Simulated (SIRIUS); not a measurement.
AlCu:

```
Cu Al
1.0
     2.99751    0.00000    0.00000
     0.00000    2.99751    0.00000
     0.00000    0.00000    2.99751
Cu Al
1 1
Direct
  0.50000 0.50000 0.50000
  0.00000 0.00000 0.00000
```

The cell comes from a database or a generator and needn't be the stable form of this composition.

| Item | Value |
| --- | --- |
| Program | SIRIUS 7.12.0 |
| Task | single point |
| Functional | PBEsol |
| Potentials or basis | all-electron FP-LAPW |
| Cutoff | 183 eV |
| Basis | apw+lo standard |
| k mesh | 9 × 9 × 9 |
| Occupations | fermi-dirac, width 0.05 eV |
| Spin | no spin polarisation |

On this cell: largest force zero by symmetry; band gap on the k mesh none (metal or under the smearing width).

The same run follows on a disturbed copy (atoms moved at random):

```
Cu Al
1.0
     2.99751    0.00000    0.00000
     0.00000    2.99751    0.00000
     0.00000    0.00000    2.99751
Cu Al
1 1
Direct
  0.50650 0.49273 0.49086
  0.00522 0.98832 0.99438
```

Problem. What changes?

Solution. The energy (extrapolated to zero smearing) moves by +0.3 meV/atom; largest force 0.064 eV/Å; band gap on the k mesh none (metal or under the smearing width).

Forces in eV/Å, atoms in the order of the input:
```
Cu  -0.014 -0.049  0.039
Al   0.014  0.049 -0.039
```
